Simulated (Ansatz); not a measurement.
## GaN, space group F-43m: a calculation of the dielectric tensor and Born charges, step by step

With the Python package of Ansatz (0.2.0).

Typed at the interpreter:
```pycon
>>> import warnings
>>> import ansatz
>>> import numpy as np
>>> warnings.simplefilter("ignore", ansatz.DeckWarning)
>>> gan = (
...     ansatz.Lattice.fcc(4.50700121)
...     .space_group(216)
...     .atom("Ga", [0.0, 0.0, 0.0])
...     .atom("N", [0.25, 0.25, 0.25])
...     .primitive()
... )
>>> len(gan.resolved().sites)
2
>>> job = (
...     gan.calculation()
...     .kpoints(4, center="monkhorst-pack")
...     .functional("pbe")
...     .scf(max_iterations=200)
...     .occupations("fixed")
...     .dielectric()
... )
>>> out = job.run(threads=1)
>>> response = out.dielectric
>>> eps = np.asarray(response.eps_inf)
>>> print("eps_inf")
eps_inf
>>> np.round(eps, 3) + 0.0
array([[5.965, 0.   , 0.   ],
       [0.   , 5.965, 0.   ],
       [0.   , 0.   , 5.965]])
>>> for site, z in zip(out.lattice.sites, response.zstar_e):
...     print(f"{site.symbol:2s} Z* trace/3 = {np.trace(z) / 3:+.3f} e")
...
Ga Z* trace/3 = +2.671 e
N  Z* trace/3 = -2.671 e
>>> print(f"charge neutrality missed by {response.zstar_sum_residual_pre_e:.4f} e before the sum rule")
charge neutrality missed by 0.0006 e before the sum rule
```

These settings explore the input space; cutoff and mesh may be short of convergence. With fixed filling the reported Fermi level is the top filled level among the k-points of the SCF. Energy and stress may still move on a finer k-point mesh. The mesh has less symmetry than the crystal, which the program warned of. Pressure is positive in compression. The structure comes from a database of computed cells and needn't be a stable or known phase. This is the electronic (clamped-ion) response; a semilocal gap that is too small tends to raise it. The typed mesh is that of the SCF; the response is solved on denser meshes that the run picks. The script silences the warnings on its input, which a real study should read. Run time: 50 s on 1 thread of Arm Neoverse V1, with other jobs on the host, peak memory 0.65 GiB.
